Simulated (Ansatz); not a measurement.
# CuHO: one species, many methods

How much do the methods differ for CuHO? The plan is to run it at one geometry with functionals of several rungs and with coupled cluster, and see how far each lands from CCSD(T) at the basis-set limit for the atomisation energy.

Computed with Ansatz 0.2.0, Gaussian basis. Level: functionals in def2-TZVPP, the program's frozen cores in correlated methods.

Plan: LDA (SPW92), PBE-D4, revPBE-D4, BLYP-D4, r2SCAN-D4, B97M-V, PBE0-D4, B3LYP-D4, r2SCANh-D4, r2SCAN0-D4, HSE06-D4, BHLYP-D4, CAM-B3LYP-D4, LC-ωPBE, ωB97X-V, ωB97M-V, B2PLYP, PBE-QIDH; CCSD(T)/def2-SVP; CCSD(T)/def2-TZVPP; CCSD(T)/def2-QZVPP; extrapolation to the limit; RPA on PBE.

## 1. The geometry

The geometry comes from an earlier relaxation with PBE0-D4 in a triple-zeta def2 set; it is a stationary point.

SMILES `[OH][Cu]`, 3 atoms, charge 0, spin multiplicity 1.

Atoms are counted from 1 here; the program's logs count them from 0.

Bond lengths: O1–Cu2 1.785 Å, O1–H3 0.962 Å. Angles: Cu2–O1–H3 108.9°.

## 2. LDA

This LDA is Slater exchange with PW92 correlation.

The input, in.yaml:

```yaml
crystal:
  periodic: [false, false, false]
  atoms:
    - {symbol: O, position_ang: [-0.333325, -0.433738, -0.237595]}
    - {symbol: Cu, position_ang: [1.159754, 0.002927, 0.637752]}
    - {symbol: H, position_ang: [-0.837329, 0.366011, -0.413356]}
basis:
  gaussian: {orbitals: def2-TZVPP}
hamiltonian: {xc: lda}
output: {orbitals: {seedname: orbitals}}
```

The run is started by

```console
$ ansatz run in.yaml --threads 2 --pin off --events-out ev --progress --plain --max-ram 32768MiB --backend cpu
```

Further steps of the session: PBE-D4 (GGA); revPBE-D4 (GGA); BLYP-D4 (GGA); r2SCAN-D4 (meta-GGA); B97M-V (meta-GGA); PBE0-D4 (hybrid); B3LYP-D4 (hybrid); r2SCANh-D4 (hybrid); r2SCAN0-D4 (hybrid); HSE06-D4 (hybrid); BHLYP-D4 (hybrid); CAM-B3LYP-D4 (range-separated); LC-ωPBE (range-separated); ωB97X-V (range-separated); ωB97M-V (range-separated); B2PLYP (double hybrid); PBE-QIDH (double hybrid); CCSD(T) in def2-SVP; CCSD(T) in def2-TZVPP; CCSD(T) in def2-QZVPP; RPA on PBE orbitals.

Q: Predict the results of all the runs planned. Wanted: atomisation energy, CCSD(T)/CBS; farthest beyond LDA; mean size of error, GGA; mean size of error, meta-GGA; mean size of error, hybrid; mean size of error, range-separated; mean size of error, double hybrid; gap, smallest and largest; T1 diagnostic.

The runs gave:

| quantity | value |
| --- | --- |
| atomisation energy, CCSD(T)/CBS | 766.3 kJ/mol |
| functionals within 3.8 kJ/mol (0.5 %) | BLYP-D4 |
| farthest beyond LDA | BHLYP-D4 (-95.6 kJ/mol) |
| mean size of error, GGA | 11.3 kJ/mol |
| mean size of error, meta-GGA | 15.1 kJ/mol |
| mean size of error, hybrid | 50.0 kJ/mol |
| mean size of error, range-separated | 17.1 kJ/mol |
| mean size of error, double hybrid | 34.0 kJ/mol |
| gap, smallest and largest | 1.58 eV (BLYP-D4), 9.01 eV (LC-ωPBE) |
| T1 diagnostic | 0.0390 |
| triples share of the correlation energy | 3.9 % |

In words: LDA overbinds by 145.2 kJ/mol (19 %). PBE-D4 is off by +12.3 kJ/mol. Double hybrids carry the basis error of their MP2 part in triple zeta, and no dispersion term here, so their miss is partly the set-up's. By mean error the best rung here is GGA (11.3 kJ/mol) and the worst beyond LDA is hybrid (50.0 kJ/mol). The gap between the best rungs is small, so their order is not settled. The mean of the hybrids holds BHLYP, with half exact exchange. The reference freezes the cores and leaves out relativity and excitations past (T), so misses under about 3.8 kJ/mol can't be ranked. Hartree-Fock recovers 52 % of the binding; the rest is correlation. CCSD(T) in def2-SVP is off by -97.2 kJ/mol, so the small basis spoils what the method gains. Orbital gaps span 1.6 to 9.0 eV; exact exchange widens them. With T1 = 0.039 (customary mark 0.02) a single determinant is a poor start; take CCSD(T) with care. For Cu the d shell is correlated and the shells below it are frozen.
